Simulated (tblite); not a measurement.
# CH11B2NSi2: the cost of one run

Programs: tblite 0.8.0 and PySCF 2.14.0, with density-fitted response routines of our own. Each step states its level of theory. These are calculated values for one molecule in the gas phase, unless marked as measured. Atoms are numbered from 0 throughout.

### Step 1. The starting structure

17 atoms, charge 0, multiplicity 1; geometry from: force field or distance geometry start.

Bonds of the start (Å): B0–B1 1.68, B1–C2 1.55, C2–Si3 1.87, Si3–N4 1.76, N4–Si5 1.76, B0–H6 1.18, B0–H7 1.17, B1–H8 1.20, C2–H9 1.13, C2–H10 1.11, Si3–H11 1.49, Si3–H12 1.45, N4–H13 1.02, Si5–H14 1.49, Si5–H15 1.46, Si5–H16 1.48.

### Step 2. Geometry optimisation with GFN2-xTB

What the job is given:

```
{"job": {"kind": "relax", "xc": "GFN2-xTB", "basis": "xTB"}, "charge": 0, "multiplicity": 1}
B      2.983700    -0.819500     0.608400
B      2.319300     0.714800     0.450500
C      1.033300     1.011200    -0.361100
Si    -0.236600    -0.354100    -0.193400
N     -1.535500     0.256400     0.816800
Si    -3.172600    -0.193100     0.356000
H      3.961400    -1.058500    -0.012200
H      2.763400    -1.453300     1.569700
H      2.748600     1.564900     1.172900
H      0.583700     1.960400     0.047800
H      1.215400     1.209200    -1.442000
H      0.422500    -1.466400     0.544300
H     -0.648000    -0.912400    -1.467700
H     -1.339700     0.389900     1.803800
H     -4.101500     0.859100     0.849100
H     -3.371900    -0.249800    -1.093000
H     -3.632700    -1.446900     0.989600
```

Run with:

```console
$ OMP_NUM_THREADS=1 python probes_run.py task.json out
```

This one command runs all jobs of the session in turn.

**Question.** How long does this first job take on 1 thread of Arm Neoverse N1, shared host, and how much memory does it need?

About 2.2 s, with a peak of 0.18 GiB.
